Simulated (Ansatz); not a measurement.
# ZnCdH4: the cost of one run

Program: Ansatz 0.2.0. Level of theory: DFT PBE, scalar-relativistic, plane waves, PAW. These are calculated values, not measurements.

1 further run of the same task is left out (it didn't finish).

## 1. The system as given

The structure is hexagonal, space group P6/mmm (No. 191). Conventional cell: a = 3.125 Å, b = 3.125 Å, c = 6.749 Å, α = 90.00°, β = 90.00°, γ = 120.00°. Around Zn (site symmetry 6/mmm) lie 12 H at 2.47 Å. Cd (site symmetry 6/mmm) has 12 H at 2.47 Å as nearest neighbours. Around H (site symmetry 3m) lie 3 H at 1.80 Å and 3 Zn at 2.47 Å and 3 Cd at 2.47 Å.

Coordinates:

```
Zn Cd H
1.0
     3.12450    0.00000    0.00000
    -1.56225    2.70590    0.00000
     0.00000    0.00000    6.74893
Zn Cd H
1 1 4
Direct
  0.00000 0.00000 0.00000
  0.00000 0.00000 0.50000
  0.33333 0.66667 0.25000
  0.33333 0.66667 0.75000
  0.66667 0.33333 0.25000
  0.66667 0.33333 0.75000
```

Recipe of the guess: ordered mixture on the cation sites of aluminium diboride (P6/mmm, No. 191). The dimensions are guesses.

## 2. Probe: one point on a coarse mesh

The input, input.yaml:

```yaml
crystal:
  lattice:
    - [3.12450482, 0.0, 0.0]
    - [-1.56225241, 2.70590055, 0.0]
    - [0.0, 0.0, 6.7489304]
  atoms:
    - { symbol: Zn, position: [0.0, 0.0, 0.0] }
    - { symbol: Cd, position: [0.0, 0.0, 0.5] }
    - { symbol: H, position: [0.33333333, 0.66666667, 0.25] }
    - { symbol: H, position: [0.33333333, 0.66666667, 0.75] }
    - { symbol: H, position: [0.66666667, 0.33333333, 0.25] }
    - { symbol: H, position: [0.66666667, 0.33333333, 0.75] }
basis:
  ecutwfc: 420
kpoints:
  mp_grid: { grid: [6, 6, 4] }
hamiltonian:
  xc: pbe
scf:
  occupations: { method: gaussian, width: 0.1 }
  lower_state_search: "off"
output:
  forces: true
  stress: true
  eigenvalues: true
```

The run is started by

```
$ ansatz run input.yaml --threads 1 --pin off --max-ram 2048MiB --backend cpu --events-out ev --progress --plain --runs-dir out
```

What time and memory should one allow on 1 thread of Intel Xeon 6975P-C (Granite Rapids), shared host?

About 1.2 s, with a peak of 0.38 GiB.
